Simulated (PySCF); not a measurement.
# GeP⁻ under other conditions

How does GeP⁻ answer to another spin, charge, distance or environment?

Method: method and basis as typed in the scripts; program: PySCF 2.14.0.

1 further run of the same task is left out (it didn't finish).

**1. The starting structure**

GeP⁻: 2 atoms, charge -1, spin multiplicity 1.

Bond lengths: Ge1–P2 2.441 Å.

**2. The base run**

input.py

```python
from pyscf import gto, dft

mol = gto.M(
    atom='Ge 0 0 0; P 0 0 2.441',
    basis='6-31g',
    charge=-1,
    spin=0,
    verbose=4,
)
mf = dft.UKS(mol, xc='camb3lyp')
mf.kernel()
g = mf.nuc_grad_method()
g.grid_response = True
g.kernel()
mf.dip_moment()
print('orbital energies (hartree):', [e[max(0, n-3):n+3].round(4) for e, n in zip(mf.mo_energy, mol.nelec)])
```

On the command line:

```sh
OMP_NUM_THREADS=1 python input.py
```

The log of this run is left out.

Base result: E(SCF) = -2418.086873 Eh, 14 cycles, gradient on the second atom 0.0798 Eh/bohr.

The bond length is a typed value, not an optimised one. The dipole of an ion depends on the origin.

**3. Bond 0.1 Å**

Run 1 changes bond length: 2.441 Å → 0.1 Å.

input.py

```python
from pyscf import gto, dft

mol = gto.M(
    atom='Ge 0 0 0; P 0 0 0.1',
    basis='6-31g',
    charge=-1,
    spin=0,
    verbose=4,
)
mf = dft.UKS(mol, xc='camb3lyp')
mf.kernel()
g = mf.nuc_grad_method()
g.grid_response = True
g.kernel()
mf.dip_moment()
print('orbital energies (hartree):', [e[max(0, n-3):n+3].round(4) for e, n in zip(mf.mo_energy, mol.nelec)])
```

On the command line:

```sh
OMP_NUM_THREADS=1 python input.py
```

**4. Bond 2.612 Å**

Run 2 changes bond length: 2.441 Å → 2.612 Å.

Changes to input.py since step 2:

```diff
@@ -3,3 +3,3 @@
 mol = gto.M(
-    atom='Ge 0 0 0; P 0 0 2.441',
+    atom='Ge 0 0 0; P 0 0 2.612',
     basis='6-31g',
```

**5. Bond 2.27 Å**

Run 3 changes bond length: 2.441 Å → 2.27 Å.

Changes to input.py since step 2:

```diff
@@ -3,3 +3,3 @@
 mol = gto.M(
-    atom='Ge 0 0 0; P 0 0 2.441',
+    atom='Ge 0 0 0; P 0 0 2.27',
     basis='6-31g',
```

Before running it: what results should come out? Wanted: for each run, E(SCF); from base; gap.

The runs gave:

```csv
run,E(SCF) (hartree),from base (eV),cycles,gap (eV)
base,-2418.086873,0,14,5.31
bond 0.1 Å (poor choice),-1139.194218,+34800.4420,13,4.31
bond 2.612 Å,-2418.059106,+0.7556,14,4.80
bond 2.27 Å,-2418.108881,-0.5989,10,5.89
```

**Reading.** Of the runs whose energies can be compared, “bond 0.1 Å” moves the SCF energy most (+34800.442 eV). Rows marked «poor choice» come from settings spoiled on purpose.
